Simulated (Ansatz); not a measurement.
# Zn2H2 (SMILES [ZnH][ZnH]): single points off equilibrium

One table from this session's results is given with a row withheld; the runs are named, their logs left out.

The runs use Ansatz 0.2.0, Gaussian basis; single points in def2-TZVPP.

Cores are frozen in the correlated methods. The 3s and 3p shells of Cu and Zn are frozen; filled d shells are correlated.

### The starting structure

SMILES `[ZnH][ZnH]`, 4 atoms, charge 0, spin multiplicity 1.

Atoms are counted from 1 here; the program's logs count them from 0.

Bond lengths: Zn1–Zn2 2.385 Å, Zn1–H3 1.592 Å, Zn2–H4 1.696 Å. Angles: Zn2–Zn1–H3 145.8°, Zn1–Zn2–H4 164.1°.

Coordinates:

```
Zn    0.22753   -1.07541    0.72564
Zn   -0.40853    0.91087   -0.43167
H    -0.24090   -2.22736    1.72005
H    -1.25268    2.07672   -1.32881
```

The first run:

run/in.yaml reads:

```yaml
crystal:
  periodic: [false, false, false]
  atoms:
    - {symbol: Zn, position_ang: [0.227526, -1.075406, 0.725645]}
    - {symbol: Zn, position_ang: [-0.408527, 0.910873, -0.431673]}
    - {symbol: H, position_ang: [-0.240898, -2.227363, 1.720048]}
    - {symbol: H, position_ang: [-1.252678, 2.076719, -1.328809]}
basis:
  gaussian: {orbitals: def2-TZVPP}
hamiltonian: {xc: pbe, dispersion: d4}
output: {forces: true}
```

On the command line:

```sh
ansatz run in.yaml --threads 2 --pin off --events-out ev --progress --plain --max-ram 3481MiB
```

Steps of the session up to this table: PBE-D4/def2-TZVPP; r2SCAN-D4/def2-TZVPP; PBE0-D4/def2-TZVPP; wB97M-V/def2-TZVPP; CCSD(T)/def2-TZVPP.

One table of the session follows, with a row left open; its other results are not shown here.

| method | RMS force component (eV/Å) | angle to CCSD(T) forces (°) | dipole (D) |
| --- | --- | --- | --- |
| PBE-D4 | 0.557 | 6.4 | 1.36 |
| r2SCAN-D4 | ? | ? | ? |
| PBE0-D4 | 0.598 | 4.7 | 1.55 |
| wB97M-V | 0.624 | 6.1 | 1.64 |
| CCSD(T) | 0.666 | reference | 1.66 |

Q: Estimate the row for r2SCAN-D4 from the others.

As computed: RMS force component (eV/Å): 0.613; angle to CCSD(T) forces (°): 7.9; dipole (D): 1.48. In the column «RMS force component (eV/Å)» it lies between PBE0-D4 (0.598) and wB97M-V (0.624).
